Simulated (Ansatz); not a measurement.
# GaH− (quartet): wave-function methods side by side, aug-cc-pVTZ

An exercise on one series of results from a longer session: the logs are not shown, and one member is left open.

Computed with Ansatz 0.2.0, Gaussian basis. Level: aug-cc-pVTZ, core rule «outside noble gas», up to 14 orbitals frozen.

The runs, in order: UHF; CCSD(T) on ROHF; CCSD(T) on UHF; BCCD(T) on ROHF; CCSDT(Q) on ROHF; CCSDT(Q) on UHF; CASSCF and MRCISD+Q, 5 electrons in 5 orbitals; CASSCF and NEVPT2, 5 electrons in 5 orbitals.

13 further runs of the same task are left out: 5 for a known fault of the program, 3 that didn't finish, 5 set aside as unsound or not needed.

**What is computed**

The geometry is a PBE0/def2-TZVPD stationary point (not a proven minimum). No spin-orbit coupling is included. The filled d shell of Ga may be among the frozen orbitals whatever the setting's name suggests; the logs give the count.

2 atoms, charge -1, spin multiplicity 4.

Atoms are counted from 1 here; the program's logs count them from 0.

Bond lengths: Ga1–H2 1.603 Å.

Set-up of the first run:

Input file in.yaml:

```yaml
crystal:
  periodic: [false, false, false]
  atoms:
    - {symbol: Ga, position_ang: [0.000000, 0.000000, 0.000000]}
    - {symbol: H, position_ang: [0.000000, 0.000000, 1.602600]}
basis:
  gaussian: {orbitals: aug-cc-pVTZ}
total_charge: -1
magnetization: {spin_polarized: true, initial_magnetization: 3}
hamiltonian: {xc: hf}
output: {orbitals: {seedname: orbitals}}
```

On the command line:

```bash
ansatz run in.yaml --threads 1 --pin off --events-out ev --progress --plain --max-ram 4096MiB --backend cpu
```

Steps of the session up to this table: UHF; CCSD(T) on ROHF; CCSD(T) on UHF; BCCD(T) on ROHF; CCSDT(Q) on ROHF; CCSDT(Q) on UHF; CASSCF and MRCISD+Q, 5 electrons in 5 orbitals; CASSCF and NEVPT2, 5 electrons in 5 orbitals.

One table of the session follows, with a row left open; its other results are not shown here.

| method | from RCCSDT(Q) (kcal/mol) |
| --- | --- |
| ROHF | +45.67 |
| UHF | +44.58 |
| RMP2 | +11.63 |
| UMP2 | +11.03 |
| RCCSD | +2.12 |
| UCCSD | +1.61 |
| RCCSD(T) | ? |
| UCCSD(T) | +0.03 |
| BCCD(T) | +0.50 |
| RCCSDT | +0.05 |
| UCCSDT | -0.43 |
| RCCSDT(Q) | 0 |
| UCCSDT(Q) | -0.48 |
| CASSCF valence | +35.43 |
| NEVPT2 valence | +11.68 |
| MRCISD valence | +2.24 |
| MRCISD+Q valence | +0.52 |

**Question.** Estimate the row for RCCSD(T).

The run gave: from RCCSDT(Q) (kcal/mol): +0.51. In the column «from RCCSDT(Q) (kcal/mol)» it lies between BCCD(T) (+0.50) and MRCISD+Q valence (+0.52).

Limits of these values: Restricted and unrestricted rows rest on different reference determinants; where their highest levels disagree by more than a few hundredths of an eV, they describe different states and don't form one ladder.
